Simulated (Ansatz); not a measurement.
# CH₄BF₂N: one species, many methods

How much do the methods differ for CH₄BF₂N? The plan is to run it at one geometry with functionals of several rungs and with coupled cluster, and see how far each lands from CCSD(T) at the basis-set limit for the atomisation energy.

Computed with Ansatz 0.2.0, Gaussian basis. Level: functionals in def2-TZVPP, the program's frozen cores in correlated methods.

The runs, in order: LDA (SPW92), PBE-D4, revPBE-D4, BLYP-D4, r2SCAN-D4, B97M-V, PBE0-D4, B3LYP-D4, r2SCANh-D4, r2SCAN0-D4, HSE06-D4, BHLYP-D4, CAM-B3LYP-D4, LC-ωPBE, ωB97X-V, ωB97M-V, B2PLYP, PBE-QIDH; CCSD(T)/def2-SVP; CCSD(T)/def2-TZVPP; MP2/def2-QZVPP; extrapolation to the limit; RPA on PBE.

## (1) The relaxed structure

All runs share one geometry, relaxed beforehand with PBE0-D4 in a triple-zeta def2 set.

SMILES `CNB(F)F`, 9 atoms, charge 0, spin multiplicity 1.

Atoms are counted from 1 here; the program's logs count them from 0.

Bond lengths: C1–N2 1.444 Å, C1–H6 1.094 Å, C1–H7 1.089 Å, C1–H8 1.094 Å, N2–B3 1.390 Å, N2–H9 1.006 Å, B3–F4 1.332 Å, B3–F5 1.332 Å. Angles: N2–C1–H6 111.6°, N2–C1–H7 109.2°, N2–C1–H8 111.6°, H6–C1–H7 108.0°, H6–C1–H8 108.3°, H7–C1–H8 108.0°, C1–N2–B3 126.1°, C1–N2–H9 115.8°, B3–N2–H9 118.0°, N2–B3–F4 121.7°, N2–B3–F5 120.9°, F4–B3–F5 117.4°.

Geometry (Å):

```
atom     x (Å)     y (Å)     z (Å)
  C1  -1.12468  -0.22653  -0.07229
  N2   0.12923   0.27107   0.44296
  B3   1.37667   0.12476  -0.15360
  F4   1.52821  -0.51959  -1.30894
  F5   2.47047   0.62868   0.41599
  H6  -1.83203   0.58561  -0.26369
  H7  -0.94541  -0.74535  -1.01321
  H8  -1.59198  -0.93329   0.61953
  H9   0.07801   0.76834   1.31615
```

## (2) LDA

This LDA is Slater exchange with PW92 correlation.

Contents of in.yaml:

```yaml
crystal:
  periodic: [false, false, false]
  atoms:
    - {symbol: C, position_ang: [-1.124682, -0.226527, -0.072290]}
    - {symbol: N, position_ang: [0.129227, 0.271065, 0.442962]}
    - {symbol: B, position_ang: [1.376672, 0.124761, -0.153598]}
    - {symbol: F, position_ang: [1.528214, -0.519588, -1.308941]}
    - {symbol: F, position_ang: [2.470473, 0.628679, 0.415989]}
    - {symbol: H, position_ang: [-1.832030, 0.585610, -0.263690]}
    - {symbol: H, position_ang: [-0.945406, -0.745349, -1.013213]}
    - {symbol: H, position_ang: [-1.591978, -0.933288, 0.619534]}
    - {symbol: H, position_ang: [0.078011, 0.768337, 1.316148]}
basis:
  gaussian: {orbitals: def2-TZVPP}
hamiltonian: {xc: lda}
output: {orbitals: {seedname: orbitals}}
```

After this run come: PBE-D4 (GGA); revPBE-D4 (GGA); BLYP-D4 (GGA); r2SCAN-D4 (meta-GGA); B97M-V (meta-GGA); PBE0-D4 (hybrid); B3LYP-D4 (hybrid); r2SCANh-D4 (hybrid); r2SCAN0-D4 (hybrid); HSE06-D4 (hybrid); BHLYP-D4 (hybrid); CAM-B3LYP-D4 (range-separated); LC-ωPBE-D4 (range-separated); ωB97X-V (range-separated); ωB97M-V (range-separated); B2PLYP (double hybrid); PBE-QIDH (double hybrid); CCSD(T) in def2-SVP; CCSD(T) in def2-TZVPP; MP2 in def2-QZVPP; RPA on PBE orbitals.

**Question.** What will the summary of the whole plan be? Wanted: atomisation energy, CCSD(T)/CBS; farthest beyond LDA; mean size of error, GGA; mean size of error, meta-GGA; mean size of error, hybrid; mean size of error, range-separated; mean size of error, double hybrid; gap, smallest and largest; T1 diagnostic.

**Answer**, as computed:

| quantity | value |
| --- | --- |
| atomisation energy, CCSD(T)/CBS | 3787.7 kJ/mol |
| functionals within 18.9 kJ/mol (0.5 %) | revPBE-D4, r2SCAN-D4, B97M-V, PBE0-D4, B3LYP-D4, r2SCANh-D4, ωB97X-V, B2PLYP, PBE-QIDH |
| farthest beyond LDA | BHLYP-D4 (-108.5 kJ/mol) |
| mean size of error, GGA | 45.8 kJ/mol |
| mean size of error, meta-GGA | 14.4 kJ/mol |
| mean size of error, hybrid | 37.6 kJ/mol |
| mean size of error, range-separated | 25.7 kJ/mol |
| mean size of error, double hybrid | 13.8 kJ/mol |
| gap, smallest and largest | 6.23 eV (BLYP-D4), 13.40 eV (LC-ωPBE) |
| T1 diagnostic | 0.0111 |
| triples share of the correlation energy | 3.2 % |

In words: The LDA atomisation energy is off by 587.2 kJ/mol (16 %): it overbinds. PBE-D4 is off by +103.3 kJ/mol. Double hybrids carry the basis error of their MP2 part in triple zeta, and no dispersion term here, so their miss is partly the set-up's. The rungs double hybrid, meta-GGA miss on average by less than the doubt on the reference (18.9 kJ/mol), so they tie. Misses under about 18.9 kJ/mol are within the doubt on the reference itself, which lacks core-valence correlation, relativity and higher excitations. Hartree-Fock recovers 74 % of the binding; the rest is correlation. CCSD(T) in def2-SVP is off by -166.2 kJ/mol, more than most functionals: a good method in a small basis is no reference. Orbital gaps span 6.2 to 13.4 eV; exact exchange widens them.
